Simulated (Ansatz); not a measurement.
# SnO (tin(ii) oxide): B3LYP/def2-TZVPPD (core potential)

What is the vertical electron affinity of SnO (tin(ii) oxide) at B3LYP/def2-TZVPPD (core potential)? 

The calculation is run with Ansatz 0.2.0.

47 further runs of the same task are left out: 1 that didn't finish, 46 set aside as unsound or not needed.

**1. The system as given**

SnO has 2 atoms, charge 0, and is taken as a singlet. SMILES: `[O]=[Sn]`. Geometry: relaxed at PBE0-D4/def2-TZVP.

Bond lengths: O1–Sn2 1.818 Å.

**2. The energy at B3LYP/def2-TZVPPD (core potential)**

job.yaml

```yaml
crystal:
  periodic: [false, false, false]
  atoms:
    - {symbol: O, position_ang: [-0.000000, 0.000000, -0.007080]}
    - {symbol: Sn, position_ang: [0.000000, -0.000000, 1.810660]}
basis:
  gaussian: {orbitals: def2-TZVPPD.json}
hamiltonian: {xc: {name: B3LYP}}
accuracy: high
output: {orbitals: {seedname: orbitals}}
```

The basis set def2-TZVPPD is read from a file made from the Basis Set Exchange's data (not shown).

Launch:

```bash
$ ansatz run job.yaml --threads 1 --pin off --max-ram 3480MiB --events-out events.jsonl --progress --plain --runs-dir runs
```

What it wrote:

```text
Warning: RAYON_NUM_THREADS=1 ignored (pool sized by the plan → 1); use --threads N
Functional definition: B3LYP
  name "B3LYP"
  parameter a0 = 0.2
  parameter ax = 0.72
  parameter ac = 0.81
  exchange = (1 - a0 - ax)*slater_x + ax*b88_x + a0*exact_x
  correlation = (1 - ac)*vwn_rpa_c + ac*lyp_c
1538 factors; integrals over basis functions are off by at most 3.3e-9 eV
mean field evaluation 1: about -7867.6910 eV, gradient 8.2e1 eV
mean field evaluation 2: about -7669.4545 eV, gradient 2.1e2 eV
mean field evaluation 4: about -7880.5530 eV, gradient 2.0e1 eV
mean field evaluation 8: about -7881.2288 eV, gradient 5.9e-1 eV
mean field evaluation 16: about -7881.2294 eV, gradient 9.8e-6 eV
mean field -7881.22938221 eV, -289.6298377072 hartree, gradient 3.0e-8 eV, S^2 0.000000; 0 other end points of the search recorded, 0 dependent functions left out
reference -7881.22940839 eV, -289.6298386691 hartree; 15, 15 occupied and 81, 81 virtual orbitals, 1538 factors
Total energy: -7881.22940839 eV, -289.6298386691 hartree
```

It took 5.4 s on 1 thread of Arm Neoverse V1, shared host; peak memory 0.22 GiB.

**3. The doublet anion at the same level**

molecule.yaml

```yaml
crystal:
  periodic: [false, false, false]
  atoms:
    - {symbol: O, position_ang: [-0.000000, 0.000000, -0.007080]}
    - {symbol: Sn, position_ang: [0.000000, -0.000000, 1.810660]}
basis:
  gaussian:
    orbitals: def2-TZVPPD.json
output:
  orbitals: {seedname: orbitals}
accuracy: high
total_charge: -1
hamiltonian:
  xc: {name: B3LYP}
magnetization:
  spin_polarized: true
  initial_magnetization: 1
```

The basis set def2-TZVPPD is read from a file made from the Basis Set Exchange's data (not shown).

Launch:

```bash
$ ansatz run molecule.yaml --threads 1 --pin off --max-ram 3480MiB --events-out events.jsonl --progress --plain --runs-dir runs
```

What it wrote, shortened:

```text
Warning: RAYON_NUM_THREADS=1 ignored (pool sized by the plan → 1); use --threads N
[... 7 set-up lines as earlier in the session ...]
1538 factors; integrals over basis functions are off by at most 3.3e-9 eV
mean field evaluation 1: about -7878.7075 eV, gradient 2.7e1 eV
mean field evaluation 2: about -7865.7611 eV, gradient 6.7e1 eV
mean field evaluation 4: about -7881.6766 eV, gradient 1.6e0 eV
mean field evaluation 8: about -7881.7228 eV, gradient 3.3e-1 eV
mean field evaluation 16: about -7881.7243 eV, gradient 4.6e-4 eV
mean field evaluation 32: about -7881.7231 eV, gradient 9.6e-2 eV
mean field -7881.72426299 eV, -289.6480242402 hartree, gradient 3.0e-8 eV, S^2 0.753474; 1 other end points of the search recorded, 0 dependent functions left out
reference -7881.72428711 eV, -289.6480251268 hartree; 16, 15 occupied and 80, 81 virtual orbitals, 1538 factors
Total energy: -7881.72428711 eV, -289.6480251268 hartree
```

It took 14 s on 1 thread of Arm Neoverse V1, shared host; peak memory 0.31 GiB.

**4. Results**

At B3LYP/def2-TZVPPD (core potential):

```
                                         quantity          value
                        singlet SnO: total energy  -289.62984 Eh
                         singlet SnO: HOMO energy       -7.53 eV
                         singlet SnO: LUMO energy       -2.58 eV
                       singlet SnO: HOMO–LUMO gap        4.95 eV
                      doublet anion: total energy  -289.64803 Eh
doublet anion: HOMO energy (highest over α and β)        1.52 eV
 doublet anion: LUMO energy (lowest over α and β)        2.77 eV
                              doublet anion: ⟨S²⟩          0.753
vertical electron affinity (to the doublet anion)       0.495 eV
```

At fixed nuclei the extra electron is bound by 0.49 eV (47.7 kJ/mol). The HOMO (doublet anion) lies at positive energy, 1.52 eV; only total energies tell whether the electron is bound.
